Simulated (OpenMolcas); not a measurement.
# HF/6-31G(d) (Cartesian functions) run of C2H2Cl2Si (SMILES C#C[SiH](Cl)Cl)

We compute an optimisation with harmonic vibrations of C2H2Cl2Si. 

Program for the calculation: OpenMolcas 26.06.

1 further run of the same task is left out (set aside as unsound or not needed).

## 1. The system as given

C2H2Cl2Si: 7 atoms, total charge 0, spin state singlet. SMILES: `C#C[SiH](Cl)Cl`. Geometry: relaxed at PBE0-D4/def2-TZVP. The run starts from this shape.

Bond lengths: C1–C2 1.205 Å, C2–Si3 1.807 Å, Si3–Cl4 2.037 Å, Si3–Cl5 2.037 Å, C1–H6 1.066 Å, Si3–H7 1.472 Å. Angles: C1–C2–Si3 179.1°, C2–Si3–Cl4 109.2°, C2–Si3–Cl5 109.2°, Cl4–Si3–Cl5 109.6°, C2–C1–H6 179.8°, C2–Si3–H7 111.4°, Cl4–Si3–H7 108.7°, Cl5–Si3–H7 108.7°.

## 2. An optimisation with harmonic vibrations at HF/6-31G(d) (Cartesian functions)

The input, job.inp:

```
&GATEWAY
BasLib=$CurrDir
Coord
7
bohr
C      0.41970817    -1.26479370     3.55570868
C      0.24131803    -0.53894989     1.40444446
Si     0.02399952     0.53422558    -1.83095564
Cl    -2.85462028    -1.31978473    -3.58896786
Cl    -0.66839613     4.32029187    -1.86497071
H      0.57164215    -1.90522188     5.46036364
H      2.38237773     0.04535343    -3.22217202
Basis=6-31Gs
Group=NoSym
>>> EXPORT MOLCAS_MAXITER=50
>>> Do While
&SEWARD
&SCF
PrOrbitals=0
&SLAPAF
>>> EndDo
>>> COPY $Project.Opt.xyz $CurrDir/final.xyz
>>> COPY $Project.slapaf.h5 $CurrDir/final.slapaf.h5
&MCKINLEY
&MCLR
Thermochemistry
1
1.0
298.15
End of PT
```

The basis set 6-31G* is read from a file made from the Basis Set Exchange's data (not shown).

Run with:

```console
$ export MOLCAS_MEM=1860
$ pymolcas job.inp > job.log
```

The log of the run:

```text
--- Start Module: gateway ---
[...]
--- Stop Module: gateway /rc=_RC_ALL_IS_WELL_ ---
[...]
      Basis functions           91
[...]
       Convergence after  11 Iterations
[...]
::    Total SCF energy                              -1284.8303393487
[...]
 *              Molecular gradients               *
 **************************************************
  Irreducible representation: a
 ------------------------------------------------------------------------------------------
                              X                       Y                       Z
 ------------------------------------------------------------------------------------------
  C1                1.65133167562281E-03   -6.99747830755548E-03    2.08504442928437E-02
  C2               -2.79934458046616E-03    1.05376551197021E-02   -3.10063110002252E-02
  SI3              -8.80839773794229E-03    2.42420907904695E-03    3.22057606090276E-03
  CL4               3.33125444672433E-03    2.06371019824303E-03    2.83506852715654E-03
  CL5               6.97965157497205E-04   -4.71280337614033E-03    7.58948820514749E-04
  H6                4.81954016202601E-04   -2.00844469549022E-03    5.96874151569349E-03
  H7                5.44523702214494E-03   -1.30684801771164E-03   -2.62746821694915E-03
 ------------------------------------------------------------------------------------------
[...]
       Convergence after   5 Iterations
[...]
::    Total SCF energy                              -1284.8309647966
[...]
      Total spin, S                                     0.0000000000
[...]
      Total electronic charge=   62.000000
      Total            charge=   -0.000000
[...]
      Dipole Moment (debye):
      Origin of the operator (angstrom)=   -0.4753    0.4121   -0.7731
                   X=  1.5458E+00               Y= -1.1778E+00               Z=  1.8939E+00           Total=  2.7135E+00
      Quadrupole Moment (debye*angstrom):
[...]
--- Start Module: mclr ---
[...]
     Frequency:        i0.03     i0.02      0.01      2.04      2.86      3.75
[...]
     Frequency:       121.06    162.09    202.28    366.40    374.32    540.23
[...]
--- Stop Module: mclr /rc=_RC_ALL_IS_WELL_ ---
[...]
--- Start Module: mclr ---
[...]
        Frequency:          903.11 cm-1
      ---------------------------------
[...]
        Frequency:         2342.88 cm-1
      ---------------------------------
[...]
        Frequency:         2491.70 cm-1
      ---------------------------------
[...]
        Frequency:         3650.74 cm-1
      ---------------------------------
[...]
--- Stop Module: mclr /rc=_RC_ALL_IS_WELL_ ---
[...]
```

Run time: 75 s. Hardware: 1 thread of Intel Xeon 6975P-C (Granite Rapids), shared host; peak memory 0.51 GiB.

## 3. What came out

Level: HF/6-31G* (Cartesian functions).

```
                                                           quantity             value
                                                       total energy    -1284.83096 Eh
                                                      dipole moment            2.71 D
                                                        HOMO energy         -11.60 eV
                                                        LUMO energy           2.89 eV
                                                      HOMO–LUMO gap          14.50 eV
                                         lowest harmonic wavenumber          121 cm⁻¹
                                        highest harmonic wavenumber         3651 cm⁻¹
                                                  zero-point energy       90.3 kJ/mol
ideal-gas entropy at 298.15 K and 1 atm (symmetry number 1 as used)  80.4 cal/(mol K)
```

**Reading.** At the final geometry: Bond lengths: C1–C2 1.193 Å, C2–Si3 1.815 Å, Si3–Cl4 2.048 Å, Si3–Cl5 2.048 Å, C1–H6 1.059 Å, Si3–H7 1.457 Å. Angles: C1–C2–Si3 178.9°, C2–Si3–Cl4 109.6°, C2–Si3–Cl5 109.6°, Cl4–Si3–Cl5 109.3°, C2–C1–H6 179.8°, C2–Si3–H7 111.7°, Cl4–Si3–H7 108.4°, Cl5–Si3–H7 108.4°. All 15 modes are real, so the shape is a minimum at this level. Mulliken charges run from -0.31 on Cl4 to +0.85 on Si3.
